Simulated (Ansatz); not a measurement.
# AsBH4: the cost of one run

Computed with Ansatz 0.2.0, Gaussian basis. Level: PBE0-D4/def2-TZVP structures, single points in def2-TZVPP, no counterpoise correction.

Levels: SPW92, PBE-D4, BLYP-D4, r2SCAN-D4, B97M-V, PBE0-D4, B3LYP-D4, r2SCAN0-D4, BHLYP-D4, CAM-B3LYP-D4, wB97X-V, wB97M-V, B2PLYP, PBE-QIDH, RPA on PBE, Hartree-Fock, MP2, CCSD, CCSD(T).

Correlated methods freeze the cores. Filled d shells of the heavier atoms are correlated. B3LYP uses VWN-RPA correlation. B2PLYP carries no dispersion term here.

94 further runs of the same task are left out: 94 set aside as unsound or not needed.

## Step 1: The starting structure

The complex: 11 atoms, charge 0, spin multiplicity 1.

Atoms are counted from 1 here; the program's logs count them from 0.

Bond lengths: B1–H3 1.193 Å, B1–H4 1.193 Å, B1–As6 1.983 Å, C2–H5 1.091 Å, C2–H7 1.090 Å, C2–H8 1.090 Å, C2–H9 1.090 Å, As6–H10 1.512 Å, As6–H11 1.512 Å. Angles: H3–B1–H4 120.5°, H3–B1–As6 119.3°, H4–B1–As6 119.4°, H5–C2–H7 110.0°, H5–C2–H8 109.2°, H5–C2–H9 109.3°, H7–C2–H8 109.3°, H7–C2–H9 109.3°, H8–C2–H9 109.7°, B1–As6–H10 100.4°, B1–As6–H11 100.4°, H10–As6–H11 97.5°.

Geometry (Å):

```
B    -0.1012    0.0406   -1.5723
C     0.9728   -0.6532    1.4806
H     0.9673    0.5532   -1.7074
H    -0.2255   -1.1400   -1.6882
H     0.0804   -0.0859    1.2125
As   -1.7188    1.1820   -1.4611
H     1.4451   -1.0512    0.5822
H     0.6904   -1.4778    2.1345
H     1.6738    0.0021    1.9966
H    -1.2367    2.2443   -0.4990
H    -2.5478    0.3860   -0.4783
```

Its parts: BAsH4 holds atoms 1, 3, 4, 6, 10, 11; CH4 holds atoms 2, 5, 7, 8, 9. Each part counts its atoms afresh in its own runs.

## Step 2: Relaxing BAsH4 alone

The input, relax-a/in.yaml:

```yaml
crystal:
  periodic: [false, false, false]
  atoms:
    - {symbol: B, position_ang: [-0.101195, 0.040589, -1.572350]}
    - {symbol: H, position_ang: [0.967333, 0.553235, -1.707352]}
    - {symbol: H, position_ang: [-0.225458, -1.139956, -1.688226]}
    - {symbol: As, position_ang: [-1.718773, 1.181971, -1.461131]}
    - {symbol: H, position_ang: [-1.236686, 2.244287, -0.498974]}
    - {symbol: H, position_ang: [-2.547756, 0.385976, -0.478346]}
basis:
  gaussian: {orbitals: def2-TZVP}
hamiltonian: {xc: pbe0, dispersion: d4}
relax: {f_tol: 0.005, max_steps: 200}
```

Run with:

```console
> ansatz run in.yaml --threads 4 --pin off --events-out ev --progress --plain --max-ram 9574MiB
```

**Question.** How long does this run take on 4 threads of Arm Neoverse V2, shared host?

About 4 s.
